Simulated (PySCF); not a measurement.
# GeF4: NMR shieldings, spin-spin couplings, relativistic core levels

Wanted: NMR shieldings, spin-spin couplings, relativistic core levels for GeF4 (`[F][Ge]([F])([F])[F]`).

Computed with PySCF 2.14.0 and routines of our own; the level stands in each step. Atoms count from 0.

### Step 1. The starting structure

5 atoms, charge 0, multiplicity 1; geometry from: GFN2-xTB.

### Step 2. Geometry optimisation at PBE0-D3(BJ)/def2-SVP

What the job is given:

```
{"job": {"xc": "PBE0", "basis": "def2-SVP", "d3": "d3bj", "grid": 1, "maxiter": 30, "shake": 0.01, "kind": "geom"}, "charge": 0, "multiplicity": 1}
F      1.333790     0.823450     0.599390
Ge    -0.003940    -0.003910    -0.005750
F      0.496000    -1.052820    -1.207800
F     -1.078210     1.074830    -0.648280
F     -0.714070    -0.875520     1.224550
```

The run is started by

```console
$ OMP_NUM_THREADS=1 python heavy_run.py task.json out
```

The driver reads the jobs from task.json and runs them one after another.

What it wrote:

```text
step   0  E = -2475.29490384  max force = 0.023625
step   1  E = -2475.29269468  max force = 0.025126
step   2  E = -2475.29745359  max force = 0.008076
step   3  E = -2475.29770633  max force = 0.000915
step   4  E = -2475.29771411  max force = 0.000196
optimisation converged
```

Wall time 13 s (1 thread of Arm Neoverse V1, shared host); peak memory 0.36 GiB.

The steps of the relaxation: (the energy doesn't fall at every step)

| step | energy from step 0 (eV) | largest force component (eV/Å) |
| --- | --- | --- |
| 0 | 0.0000 | 1.2148 |
| 1 | 0.0601 | 1.2920 |
| 2 | -0.0694 | 0.4153 |
| 3 | -0.0763 | 0.0471 |
| 4 | -0.0765 | 0.0101 |

Distances of close pairs at the start and the end, largest changes first:

| bond | before (Å) | after (Å) | change (Å) |
| --- | --- | --- | --- |
| Ge1–F3 | 1.652 | 1.698 | +0.046 |
| Ge1–F4 | 1.667 | 1.698 | +0.032 |
| Ge1–F2 | 1.672 | 1.698 | +0.026 |
| F0–Ge1 | 1.685 | 1.698 | +0.013 |

The end geometry stands in the next job.

| at the end point | value |
| --- | --- |
| point group (found at 0.08 Å tolerance) | Td |
| rotational constants (GHz, main isotopes) | 3.464, 3.458, 3.456 |
| dipole moment (D) | 0.02 |

### Step 3. NMR shieldings: PBE0/pcJ-1 Ge:dyall-v2z, spin–orbit

What the job is given:

```
{"job": {"kind": "hnmr", "xc": "PBE0", "basis": {"default": "pcJ-1", "Ge": "dyall-v2z"}, "rel": "so"}, "charge": 0, "multiplicity": 1}
F      1.509924     0.618622     0.728612
Ge     0.158792    -0.196251     0.101145
F      0.656534    -1.246586    -1.136641
F     -0.939767     0.935880    -0.527681
F     -0.592732    -1.090749     1.333575
```

Level: PBE0/pcJ-1 Ge:dyall-v2z GIAO NMR shielding, X2C with spin-orbit coupling, screened-nuclear two-electron part, Gaussian nuclei, gas phase.

What it wrote:

```text
spin-free SCF
coarse grid: 28616 points
cycle   1  E = -2497.8594594951  dE =  4.143e-01  |g| = 1.120e+00  |ddm| = 2.160e+00
cycle   2  E = -2497.6011015185  dE =  2.584e-01  |g| = 1.898e+00  |ddm| = 1.599e+00
cycle   3  E = -2498.0451160953  dE = -4.440e-01  |g| = 8.812e-02  |ddm| = 9.046e-01
cycle   4  E = -2498.0458000047  dE = -6.839e-04  |g| = 3.986e-02  |ddm| = 5.401e-02
cycle   5  E = -2498.0458880411  dE = -8.804e-05  |g| = 7.681e-03  |ddm| = 9.652e-03
cycle   6  E = -2498.0458925960  dE = -4.555e-06  |g| = 4.914e-04  |ddm| = 3.216e-03
final grid: 59456 points
cycle   7  E = -2498.0460910460  dE = -1.905e-07  |g| = 7.396e-04  |ddm| = 5.381e-04
cycle   8  E = -2498.0460910384  dE =  7.641e-09  |g| = 7.042e-04  |ddm| = 2.098e-04
cycle   9  E = -2498.0460910595  dE = -2.115e-08  |g| = 1.384e-04  |ddm| = 1.631e-04
cycle  10  E = -2498.0460910606  dE = -1.025e-09  |g| = 5.640e-05  |ddm| = 7.216e-05
converged SCF energy = -2498.0460910606
two-component SCF
cycle   1  E = -2498.0088262797  dE = -2.498e+03  |FDS-SDF| = 1.503e+01
cycle   2  E = -2498.0889694055  dE = -8.014e-02  |FDS-SDF| = 7.143e-02
cycle   3  E = -2498.0890251092  dE = -5.570e-05  |FDS-SDF| = 2.522e-03
cycle   4  E = -2498.0890258738  dE = -7.646e-07  |FDS-SDF| = 1.391e-03
cycle   5  E = -2498.0890259861  dE = -1.123e-07  |FDS-SDF| = 5.263e-04
cycle   6  E = -2498.0890260215  dE = -3.546e-08  |FDS-SDF| = 9.362e-05
cycle   7  E = -2498.0890260242  dE = -2.686e-09  |FDS-SDF| = 5.694e-05
converged, E = -2498.0890260242

Field gradients (au) and densities at the nuclei (bohr^-3)
atom        Vxx        Vyy        Vzz        centre      nuclear mean
  0 F     -0.9708    -0.9724     1.9432        449.639        449.620
  1 Ge     0.0011     0.0044    -0.0055      29251.332      29221.960
  2 F     -0.9705    -0.9716     1.9421        449.639        449.620
  3 F     -0.9707    -0.9718     1.9424        449.639        449.619
  4 F     -0.9715    -0.9727     1.9442        449.640        449.620
without picture change
  1 Ge                          -0.0057                     45017.764

Core orbital energies (eV)
atom   shell        mean    spread
  1 Ge 1s       -11010.084   0.000
  1 Ge 2s        -1394.639   0.000
  1 Ge 3s         -180.369   0.000
  1 Ge 2p1/2     -1239.361   0.000
  1 Ge 2p3/2     -1207.600   0.000
  1 Ge 3p1/2      -128.794   0.000
  1 Ge 3p3/2      -124.460   0.000
  1 Ge 3d3/2       -37.078   0.000
  1 Ge 3d5/2       -36.487   0.096

Shielding tensors (ppm)
atom      isotropic    diamagn.    paramagn.     s11        s22        s33       span
  0 F       330.49      467.56     -137.07     278.52     278.63     434.33     155.81
  1 Ge     1701.99     2649.42     -947.43    1701.44    1701.80    1702.73       1.29
  2 F       330.50      467.55     -137.05     278.61     278.64     434.26     155.65
  3 F       330.42      467.86     -137.44     278.46     278.52     434.28     155.82
  4 F       330.46      467.53     -137.07     278.44     278.54     434.39     155.95
```

Run time: 61 s. Hardware: 1 thread of Arm Neoverse V1, shared host; peak memory 1.1 GiB.

In short:

| quantity | value |
| --- | --- |
| energy from spin-orbit coupling | -0.0429 Eh |

### Step 4. Spin-spin couplings: PBE0/pcJ-1 Ge:dyall-v2z, spin–orbit

What the job is given:

```
{"job": {"kind": "hj", "xc": "PBE0", "basis": {"default": "pcJ-1", "Ge": "dyall-v2z"}, "rel": "so", "atoms": [1]}, "charge": 0, "multiplicity": 1}
F      1.509924     0.618622     0.728612
Ge     0.158792    -0.196251     0.101145
F      0.656534    -1.246586    -1.136641
F     -0.939767     0.935880    -0.527681
F     -0.592732    -1.090749     1.333575
```

With the program's defaults for keys left out, this is: PBE0/pcJ-1 Ge:dyall-v2z indirect spin-spin coupling, X2C with spin-orbit coupling, screened-nuclear two-electron part, Gaussian nuclei, gas phase.

What it wrote:

```text
spin-free SCF
coarse grid: 28616 points
cycle   1  E = -2497.8594594951  dE =  4.143e-01  |g| = 1.120e+00  |ddm| = 2.160e+00
cycle   2  E = -2497.6011015185  dE =  2.584e-01  |g| = 1.898e+00  |ddm| = 1.599e+00
cycle   3  E = -2498.0451160953  dE = -4.440e-01  |g| = 8.812e-02  |ddm| = 9.046e-01
cycle   4  E = -2498.0458000047  dE = -6.839e-04  |g| = 3.986e-02  |ddm| = 5.401e-02
cycle   5  E = -2498.0458880411  dE = -8.804e-05  |g| = 7.681e-03  |ddm| = 9.652e-03
cycle   6  E = -2498.0458925960  dE = -4.555e-06  |g| = 4.914e-04  |ddm| = 3.216e-03
final grid: 59456 points
cycle   7  E = -2498.0460910460  dE = -1.905e-07  |g| = 7.396e-04  |ddm| = 5.381e-04
cycle   8  E = -2498.0460910384  dE =  7.641e-09  |g| = 7.042e-04  |ddm| = 2.098e-04
cycle   9  E = -2498.0460910595  dE = -2.115e-08  |g| = 1.384e-04  |ddm| = 1.631e-04
cycle  10  E = -2498.0460910606  dE = -1.025e-09  |g| = 5.640e-05  |ddm| = 7.216e-05
converged SCF energy = -2498.0460910606
two-component SCF
cycle   1  E = -2498.0088262797  dE = -2.498e+03  |FDS-SDF| = 1.503e+01
cycle   2  E = -2498.0889694055  dE = -8.014e-02  |FDS-SDF| = 7.143e-02
cycle   3  E = -2498.0890251092  dE = -5.570e-05  |FDS-SDF| = 2.522e-03
cycle   4  E = -2498.0890258738  dE = -7.646e-07  |FDS-SDF| = 1.391e-03
cycle   5  E = -2498.0890259861  dE = -1.123e-07  |FDS-SDF| = 5.263e-04
cycle   6  E = -2498.0890260215  dE = -3.546e-08  |FDS-SDF| = 9.362e-05
cycle   7  E = -2498.0890260242  dE = -2.686e-09  |FDS-SDF| = 5.694e-05
converged, E = -2498.0890260242

Indirect spin-spin couplings
  i        j     bonds      J/Hz   K/1e19 T2/J   anisotropy/Hz
  1  73Ge   0  19F    1      285.98     -722.87      -449.2
  1  73Ge   2  19F    1      285.69     -722.14      -449.0
  1  73Ge   3  19F    1      285.62     -721.96      -448.9
  1  73Ge   4  19F    1      286.14     -723.29      -449.4
```

It took 50 s on 1 thread of Arm Neoverse V1, shared host; peak memory 0.75 GiB.

Key values:

| quantity | value |
| --- | --- |
| energy from spin-orbit coupling | -0.0429 Eh |

### Step 5. Relativistic core levels: PBE0/pcJ-1 Ge:dyall-v2z, spin–orbit

What the job is given:

```
{"job": {"kind": "hxps", "xc": "PBE0", "basis": {"default": "pcJ-1", "Ge": "dyall-v2z"}, "rel": "so", "holes": [[1, "2p"]]}, "charge": 0, "multiplicity": 1}
F      1.509924     0.618622     0.728612
Ge     0.158792    -0.196251     0.101145
F      0.656534    -1.246586    -1.136641
F     -0.939767     0.935880    -0.527681
F     -0.592732    -1.090749     1.333575
```

Method: PBE0/pcJ-1 Ge:dyall-v2z core ionisation, delta-SCF with one localised hole, X2C with spin-orbit coupling, screened-nuclear two-electron part, Gaussian nuclei, gas phase.

What it wrote:

```text
spin-free SCF
coarse grid: 28616 points
cycle   1  E = -2497.8594594951  dE =  4.143e-01  |g| = 1.120e+00  |ddm| = 2.160e+00
cycle   2  E = -2497.6011015185  dE =  2.584e-01  |g| = 1.898e+00  |ddm| = 1.599e+00
cycle   3  E = -2498.0451160953  dE = -4.440e-01  |g| = 8.812e-02  |ddm| = 9.046e-01
cycle   4  E = -2498.0458000047  dE = -6.839e-04  |g| = 3.986e-02  |ddm| = 5.401e-02
cycle   5  E = -2498.0458880411  dE = -8.804e-05  |g| = 7.681e-03  |ddm| = 9.652e-03
cycle   6  E = -2498.0458925960  dE = -4.555e-06  |g| = 4.914e-04  |ddm| = 3.216e-03
final grid: 59456 points
cycle   7  E = -2498.0460910460  dE = -1.905e-07  |g| = 7.396e-04  |ddm| = 5.381e-04
cycle   8  E = -2498.0460910384  dE =  7.641e-09  |g| = 7.042e-04  |ddm| = 2.098e-04
cycle   9  E = -2498.0460910595  dE = -2.115e-08  |g| = 1.384e-04  |ddm| = 1.631e-04
cycle  10  E = -2498.0460910606  dE = -1.025e-09  |g| = 5.640e-05  |ddm| = 7.216e-05
converged SCF energy = -2498.0460910606
two-component SCF
cycle   1  E = -2498.0088262797  dE = -2.498e+03  |FDS-SDF| = 1.503e+01
cycle   2  E = -2498.0889694055  dE = -8.014e-02  |FDS-SDF| = 7.143e-02
cycle   3  E = -2498.0890251092  dE = -5.570e-05  |FDS-SDF| = 2.522e-03
cycle   4  E = -2498.0890258738  dE = -7.646e-07  |FDS-SDF| = 1.391e-03
cycle   5  E = -2498.0890259861  dE = -1.123e-07  |FDS-SDF| = 5.263e-04
cycle   6  E = -2498.0890260215  dE = -3.546e-08  |FDS-SDF| = 9.362e-05
cycle   7  E = -2498.0890260242  dE = -2.686e-09  |FDS-SDF| = 5.694e-05
converged, E = -2498.0890260242

Field gradients (au) and densities at the nuclei (bohr^-3)
atom        Vxx        Vyy        Vzz        centre      nuclear mean
  0 F     -0.9708    -0.9724     1.9432        449.639        449.620
  1 Ge     0.0011     0.0044    -0.0055      29251.332      29221.960
  2 F     -0.9705    -0.9716     1.9421        449.639        449.620
  3 F     -0.9707    -0.9718     1.9424        449.639        449.619
  4 F     -0.9715    -0.9727     1.9442        449.640        449.620
without picture change
  1 Ge                          -0.0057                     45017.764

Core orbital energies (eV)
atom   shell        mean    spread
  1 Ge 1s       -11010.084   0.000
  1 Ge 2s        -1394.639   0.000
  1 Ge 3s         -180.369   0.000
  1 Ge 2p1/2     -1239.361   0.000
  1 Ge 2p3/2     -1207.600   0.000
  1 Ge 3p1/2      -128.794   0.000
  1 Ge 3p3/2      -124.460   0.000
  1 Ge 3d3/2       -37.078   0.000
  1 Ge 3d5/2       -36.487   0.096

hole in 2p3/2 of atom 1
cycle   1  E = -2451.9819252907  dE = -2.452e+03  |FDS-SDF| = 6.554e+00
cycle   2  E = -2451.8794580028  dE =  1.025e-01  |FDS-SDF| = 5.531e+00
cycle   3  E = -2452.9841322889  dE = -1.105e+00  |FDS-SDF| = 8.009e-01
cycle   4  E = -2453.0245628495  dE = -4.043e-02  |FDS-SDF| = 3.529e-01
cycle   5  E = -2453.0415353981  dE = -1.697e-02  |FDS-SDF| = 2.616e-02
cycle   6  E = -2453.0416063803  dE = -7.098e-05  |FDS-SDF| = 2.122e-03
cycle   7  E = -2453.0416073755  dE = -9.951e-07  |FDS-SDF| = 6.769e-04
cycle   8  E = -2453.0416074636  dE = -8.814e-08  |FDS-SDF| = 2.451e-04
converged, E = -2453.0416074636

Core binding energies (eV)
atom   line    delta-SCF   -orbital   splitting
  1 Ge 2p3/2    1225.803    1207.60    31.762
```

Wall time 36 s (1 thread of Arm Neoverse V1, shared host); peak memory 0.85 GiB.

Key values:

| quantity | value |
| --- | --- |
| energy from spin-orbit coupling | -0.0429 Eh |

### Step 6. NMR shieldings: PBE0/pcJ-1 Ge:dyall-v2z, non-relativistic

What the job is given:

```
{"job": {"kind": "hnmr", "xc": "PBE0", "basis": {"default": "pcJ-1", "Ge": "dyall-v2z"}, "rel": "nr"}, "charge": 0, "multiplicity": 1}
F      1.509924     0.618622     0.728612
Ge     0.158792    -0.196251     0.101145
F      0.656534    -1.246586    -1.136641
F     -0.939767     0.935880    -0.527681
F     -0.592732    -1.090749     1.333575
```

Level: PBE0/pcJ-1 Ge:dyall-v2z GIAO NMR shielding, non-relativistic, Gaussian nuclei, gas phase.

What it wrote:

```text
non-relativistic SCF
coarse grid: 28616 points
cycle   1  E = -2475.6568279392  dE = -1.242e+01  |g| = 2.126e+00  |ddm| = 2.187e+00
cycle   2  E = -2475.3374477698  dE =  3.194e-01  |g| = 2.370e+00  |ddm| = 1.676e+00
cycle   3  E = -2475.8592461735  dE = -5.218e-01  |g| = 5.077e-01  |ddm| = 1.199e+00
cycle   4  E = -2475.8847476803  dE = -2.550e-02  |g| = 2.964e-02  |ddm| = 1.839e-01
cycle   5  E = -2475.8848290772  dE = -8.140e-05  |g| = 1.383e-02  |ddm| = 1.889e-02
cycle   6  E = -2475.8848402709  dE = -1.119e-05  |g| = 4.054e-03  |ddm| = 4.559e-03
cycle   7  E = -2475.8848426880  dE = -2.417e-06  |g| = 2.686e-04  |ddm| = 2.627e-03
final grid: 59456 points
cycle   8  E = -2475.8849249741  dE = -1.252e-07  |g| = 3.382e-04  |ddm| = 4.699e-04
cycle   9  E = -2475.8849249705  dE =  3.560e-09  |g| = 3.928e-04  |ddm| = 2.002e-04
cycle  10  E = -2475.8849249826  dE = -1.212e-08  |g| = 3.939e-05  |ddm| = 1.227e-04
cycle  11  E = -2475.8849249828  dE = -1.714e-10  |g| = 1.850e-05  |ddm| = 2.459e-05
converged SCF energy = -2475.8849249828
check of the scalar solution
cycle   1  E = -2475.8849249828  dE = -2.476e+03  |FDS-SDF| = 1.850e-05
cycle   2  E = -2475.8849249828  dE =  6.094e-11  |FDS-SDF| = 2.546e-05
converged, E = -2475.8849249828

Field gradients (au) and densities at the nuclei (bohr^-3)
atom        Vxx        Vyy        Vzz        centre      nuclear mean
  0 F     -0.9277    -0.9294     1.8571        444.866        444.840
  1 Ge     0.0011     0.0044    -0.0055      22236.707      22222.862
  2 F     -0.9274    -0.9286     1.8560        444.865        444.839
  3 F     -0.9276    -0.9288     1.8564        444.865        444.839
  4 F     -0.9284    -0.9296     1.8581        444.866        444.840

Core orbital energies (eV)
atom   shell        mean    spread
  1 Ge 1s       -10862.201   0.000
  1 Ge 2s        -1360.783   0.000
  1 Ge 3s         -174.823   0.000
  1 Ge 2p        -1210.552   0.000
  1 Ge 3p         -124.641   0.001
  1 Ge 3d          -37.542   0.138

Shielding tensors (ppm)
atom      isotropic    diamagn.    paramagn.     s11        s22        s33       span
  0 F       334.61      470.67     -136.06     287.32     287.40     429.11     141.79
  1 Ge     1491.98     2755.67    -1263.70    1491.41    1491.77    1492.74       1.33
  2 F       334.61      470.66     -136.04     287.39     287.42     429.03     141.64
  3 F       334.54      470.96     -136.42     287.26     287.30     429.05     141.79
  4 F       334.58      470.63     -136.06     287.24     287.31     429.17     141.93
```

Wall time 18 s (1 thread of Arm Neoverse V1, shared host); peak memory 0.95 GiB.

### Step 7. Spin-spin couplings: PBE0/pcJ-1 Ge:dyall-v2z, non-relativistic

What the job is given:

```
{"job": {"kind": "hj", "xc": "PBE0", "basis": {"default": "pcJ-1", "Ge": "dyall-v2z"}, "rel": "nr", "atoms": [1]}, "charge": 0, "multiplicity": 1}
F      1.509924     0.618622     0.728612
Ge     0.158792    -0.196251     0.101145
F      0.656534    -1.246586    -1.136641
F     -0.939767     0.935880    -0.527681
F     -0.592732    -1.090749     1.333575
```

Level: PBE0/pcJ-1 Ge:dyall-v2z indirect spin-spin coupling, non-relativistic, Gaussian nuclei, gas phase.

What it wrote:

```text
non-relativistic SCF
coarse grid: 28616 points
cycle   1  E = -2475.6568279392  dE = -1.242e+01  |g| = 2.126e+00  |ddm| = 2.187e+00
cycle   2  E = -2475.3374477698  dE =  3.194e-01  |g| = 2.370e+00  |ddm| = 1.676e+00
cycle   3  E = -2475.8592461735  dE = -5.218e-01  |g| = 5.077e-01  |ddm| = 1.199e+00
cycle   4  E = -2475.8847476803  dE = -2.550e-02  |g| = 2.964e-02  |ddm| = 1.839e-01
cycle   5  E = -2475.8848290772  dE = -8.140e-05  |g| = 1.383e-02  |ddm| = 1.889e-02
cycle   6  E = -2475.8848402709  dE = -1.119e-05  |g| = 4.054e-03  |ddm| = 4.559e-03
cycle   7  E = -2475.8848426880  dE = -2.417e-06  |g| = 2.686e-04  |ddm| = 2.627e-03
final grid: 59456 points
cycle   8  E = -2475.8849249741  dE = -1.252e-07  |g| = 3.382e-04  |ddm| = 4.699e-04
cycle   9  E = -2475.8849249705  dE =  3.560e-09  |g| = 3.928e-04  |ddm| = 2.002e-04
cycle  10  E = -2475.8849249826  dE = -1.212e-08  |g| = 3.939e-05  |ddm| = 1.227e-04
cycle  11  E = -2475.8849249828  dE = -1.714e-10  |g| = 1.850e-05  |ddm| = 2.459e-05
converged SCF energy = -2475.8849249828
two-component SCF
cycle   1  E = -2475.8849249828  dE = -2.476e+03  |FDS-SDF| = 1.850e-05
cycle   2  E = -2475.8849249828  dE =  1.455e-11  |FDS-SDF| = 2.546e-05
converged, E = -2475.8849249828

Indirect spin-spin couplings
  i        j     bonds      J/Hz   K/1e19 T2/J   anisotropy/Hz
  1  73Ge   0  19F    1      249.82     -631.48      -414.5
  1  73Ge   2  19F    1      249.56     -630.82      -414.3
  1  73Ge   3  19F    1      249.51     -630.70      -414.2
  1  73Ge   4  19F    1      249.98     -631.88      -414.7
```

Wall time 37 s (1 thread of Arm Neoverse V1, shared host); peak memory 0.7 GiB.

### Step 8. NMR shieldings: PBE0/pcJ-1 Ge:dyall-v2z, spin-free

What the job is given:

```
{"job": {"kind": "hnmr", "xc": "PBE0", "basis": {"default": "pcJ-1", "Ge": "dyall-v2z"}, "rel": "sf"}, "charge": 0, "multiplicity": 1}
F      1.509924     0.618622     0.728612
Ge     0.158792    -0.196251     0.101145
F      0.656534    -1.246586    -1.136641
F     -0.939767     0.935880    -0.527681
F     -0.592732    -1.090749     1.333575
```

Level: PBE0/pcJ-1 Ge:dyall-v2z GIAO NMR shielding, spin-free X2C, Gaussian nuclei, gas phase.

What it wrote:

```text
spin-free SCF
coarse grid: 28616 points
cycle   1  E = -2497.8594594951  dE =  4.143e-01  |g| = 1.120e+00  |ddm| = 2.160e+00
cycle   2  E = -2497.6011015185  dE =  2.584e-01  |g| = 1.898e+00  |ddm| = 1.599e+00
cycle   3  E = -2498.0451160953  dE = -4.440e-01  |g| = 8.812e-02  |ddm| = 9.046e-01
cycle   4  E = -2498.0458000047  dE = -6.839e-04  |g| = 3.986e-02  |ddm| = 5.401e-02
cycle   5  E = -2498.0458880411  dE = -8.804e-05  |g| = 7.681e-03  |ddm| = 9.652e-03
cycle   6  E = -2498.0458925960  dE = -4.555e-06  |g| = 4.914e-04  |ddm| = 3.216e-03
final grid: 59456 points
cycle   7  E = -2498.0460910460  dE = -1.905e-07  |g| = 7.396e-04  |ddm| = 5.381e-04
cycle   8  E = -2498.0460910384  dE =  7.641e-09  |g| = 7.042e-04  |ddm| = 2.098e-04
cycle   9  E = -2498.0460910595  dE = -2.115e-08  |g| = 1.384e-04  |ddm| = 1.631e-04
cycle  10  E = -2498.0460910606  dE = -1.025e-09  |g| = 5.640e-05  |ddm| = 7.216e-05
converged SCF energy = -2498.0460910606
check of the scalar solution
cycle   1  E = -2498.0460910605  dE = -2.498e+03  |FDS-SDF| = 5.640e-05
cycle   2  E = -2498.0460910602  dE =  3.952e-10  |FDS-SDF| = 7.946e-05
converged, E = -2498.0460910602

Field gradients (au) and densities at the nuclei (bohr^-3)
atom        Vxx        Vyy        Vzz        centre      nuclear mean
  0 F     -0.9707    -0.9723     1.9429        449.639        449.620
  1 Ge     0.0011     0.0045    -0.0055      29249.696      29220.324
  2 F     -0.9703    -0.9715     1.9418        449.639        449.619
  3 F     -0.9705    -0.9716     1.9421        449.639        449.619
  4 F     -0.9714    -0.9726     1.9440        449.639        449.620
without picture change
  1 Ge                          -0.0057                     45018.034

Core orbital energies (eV)
atom   shell        mean    spread
  1 Ge 1s       -11010.188   0.000
  1 Ge 2s        -1394.658   0.000
  1 Ge 3s         -180.372   0.000
  1 Ge 2p        -1218.040   0.000
  1 Ge 3p         -125.882   0.001
  1 Ge 3d          -36.723   0.145

Shielding tensors (ppm)
atom      isotropic    diamagn.    paramagn.     s11        s22        s33       span
  0 F       323.58      470.65     -147.07     270.70     270.80     429.25     158.55
  1 Ge     1485.22     2766.17    -1280.96    1484.64    1485.01    1485.99       1.35
  2 F       323.58      470.64     -147.06     270.77     270.81     429.17     158.40
  3 F       323.52      470.95     -147.43     270.65     270.71     429.19     158.55
  4 F       323.55      470.62     -147.07     270.62     270.71     429.31     158.69
```

It took 19 s on 1 thread of Arm Neoverse V1, shared host; peak memory 0.96 GiB.

(Part 1 of 2 ends here.)
